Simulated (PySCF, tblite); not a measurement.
**C₄H₇BF₂O: geometry, infrared bands and NMR shifts**

Wanted: the infrared bands and NMR shifts of C₄H₇BF₂O (`C=C(OCC)B(F)F`), by calculation.

Programs: tblite 0.8.0 and PySCF 2.14.0, with density-fitted response routines of our own. Each step states its level of theory. These are calculated values for one molecule in the gas phase, unless marked as measured. Atoms are numbered from 0 throughout.

### 1 The starting structure

15 atoms, charge 0, multiplicity 1; geometry from: force field or distance geometry start.

Bonds of the start (Å): C0–C1 1.35, C1–O2 1.38, O2–C3 1.43, C3–C4 1.51, C1–B5 1.57, B5–F6 1.45, B5–F7 1.45, C0–H8 1.08, C0–H9 1.07, C3–H10 1.12, C3–H11 1.12, C4–H12 1.11, C4–H13 1.11, C4–H14 1.12.

### 2 Relaxing the molecule with GFN2-xTB

The job: settings as JSON, then the geometry in Å.

```
{"job": {"kind": "relax", "xc": "GFN2-xTB", "basis": "xTB"}, "charge": 0, "multiplicity": 1}
C      0.970400    -1.546200     1.009600
C      1.165500    -0.380000     0.362600
O      0.130900     0.398200    -0.127200
C     -1.263800     0.083100    -0.037300
C     -2.092000     1.164300    -0.681900
B      2.626600     0.143000     0.159100
F      3.768800    -0.602700     0.645400
F      2.855700     1.399200    -0.523300
H     -0.029100    -1.935100     1.171300
H      1.783300    -2.134300     1.394500
H     -1.464000    -0.892900    -0.542100
H     -1.557700    -0.006600     1.042900
H     -3.175200     0.917600    -0.602500
H     -1.904400     2.138000    -0.187900
H     -1.819300     1.262500    -1.759900
```

Run with:

```
> OMP_NUM_THREADS=1 python probes_run.py task.json out
```

One launch serves the whole session: the jobs run in the order shown.

**Question.** This job is followed by: GFN2-xTB harmonic vibrations, gas phase; GIAO PBE0/pcSseg-1 NMR shielding, non-relativistic, gas phase. What will the session give for the following? strongest single infrared mode (GFN2-xTB); zero-point energy (GFN2-xTB); 13C shifts against TMS (PBE0/pcSseg-1); 1H shifts against TMS (PBE0/pcSseg-1, means over atoms taken as alike); 17O shifts against H2O (PBE0/pcSseg-1); 11B shifts against BF3·OEt2 (PBE0/pcSseg-1); 19F shifts against CFCl3 (PBE0/pcSseg-1, means over atoms taken as alike); surface potential, 1st and 99th percentile.

As calculated:

```
                                                                 quantity                         value
                                strongest single infrared mode (GFN2-xTB)         1163 cm⁻¹, 302 km/mol
                                             zero-point energy (GFN2-xTB)                 68.9 kcal/mol
                                   13C shifts against TMS (PBE0/pcSseg-1)  163.7, 111.6, 66.1, 17.1 ppm
   1H shifts against TMS (PBE0/pcSseg-1, means over atoms taken as alike)    5.51, 5.10, 3.70, 1.46 ppm
                                   17O shifts against H2O (PBE0/pcSseg-1)                     150.6 ppm
                              11B shifts against BF3·OEt2 (PBE0/pcSseg-1)                      20.9 ppm
19F shifts against CFCl3 (PBE0/pcSseg-1, means over atoms taken as alike)                     -89.7 ppm
                                    surface potential, 1st and 99th percentile            -1.11 V and 1.51 V
```

In words: The optimisation took 28 steps and gained 0.752 eV; among the close pairs (by a distance rule), B5–F7 changed most, from 1.448 to 1.314 Å. No mode is imaginary among the 39: a minimum at this level. The strongest single mode, at 1163 cm⁻¹, has its largest shares on B5, O2 and C1 (the list is cut at 3 atoms). Unscaled tight-binding wavenumbers are off by several per cent, some by more. Its intensities can rank the bands wrongly. The most deshielded carbon is C1 (alkene carbon bearing oxygen), at 163.7 ppm: an sp2 carbon further deshielded by the attached heteroatom. At PBE0/pcSseg-1: The largest span, 286 ppm, is at F6, F7, where the paramagnetic term is -207 ppm. At PBE0/pcSseg-1, counted by nearest atom on the grid, the HOMO lies on C0 33 %; O2 31 %, the LUMO on B5 32 %; C0 22 %.
